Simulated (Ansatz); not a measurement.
# H2SSeSi: single points off equilibrium

An exercise on one series of results from a longer session: the logs are not shown, and one member is left open.

Computed with Ansatz 0.2.0, Gaussian basis. Level: single points in def2-TZVPP.

Correlated methods freeze the cores. Filled d shells of the heavier atoms are correlated.

### The system as given

5 atoms, charge 0, spin multiplicity 1.

Atoms are counted from 1 here; the program's logs count them from 0.

Bond lengths: S1–Si2 2.014 Å, Si2–Se3 2.303 Å, Si2–H4 1.454 Å, Se3–H5 1.437 Å. Angles: S1–Si2–Se3 123.4°, S1–Si2–H4 130.3°, Se3–Si2–H4 106.3°, Si2–Se3–H5 92.4°.

As a file:

| atom | x (Å) | y (Å) | z (Å) |
| --- | --- | --- | --- |
| S1 | -2.1958 | 0.1001 | 0.9037 |
| Si2 | -0.4424 | -0.5188 | 0.1287 |
| Se3 | 1.5266 | 0.6546 | 0.3484 |
| H4 | -0.1204 | -1.7156 | -0.6325 |
| H5 | 1.2435 | 1.4644 | -0.8048 |

The first run:

Contents of run/in.yaml:

```yaml
crystal:
  periodic: [false, false, false]
  atoms:
    - {symbol: S, position_ang: [-2.195800, 0.100100, 0.903700]}
    - {symbol: Si, position_ang: [-0.442400, -0.518800, 0.128700]}
    - {symbol: Se, position_ang: [1.526600, 0.654600, 0.348400]}
    - {symbol: H, position_ang: [-0.120400, -1.715600, -0.632500]}
    - {symbol: H, position_ang: [1.243500, 1.464400, -0.804800]}
basis:
  gaussian: {orbitals: def2-TZVPP}
correlation: {method: ccsd_t}
output: {forces: true}
```

No record of the launch command was kept for these runs.

Steps of the session up to this table: CCSD(T)/def2-TZVPP; PBE0-D4/def2-TZVPP; wB97M-V/def2-TZVPP; r2SCAN-D4/def2-TZVPP; PBE-D4/def2-TZVPP; SPW92/def2-TZVPP; r2SCAN0-D4/def2-TZVPP.

One of the session's tables, all rows but one given; the rest of the session is left out.

```
    method  RMS force component (eV/Å)  angle to CCSD(T) forces (°)  dipole (D)
   CCSD(T)                       0.731                    reference        2.33
   PBE0-D4                       0.872                          2.2        2.56
   wB97M-V                       0.884                          6.5        2.63
 r2SCAN-D4                       0.817                          2.2        2.46
    PBE-D4                           ?                            ?           ?
     SPW92                       0.883                          7.6        2.30
r2SCAN0-D4                       0.897                          6.6        2.64
```

Estimate the missing values for PBE-D4.

**Answer.** RMS force component (eV/Å): 0.783; angle to CCSD(T) forces (°): 13.0; dipole (D): 2.29. In the column «RMS force component (eV/Å)» it lies between CCSD(T) (0.731) and r2SCAN-D4 (0.817).
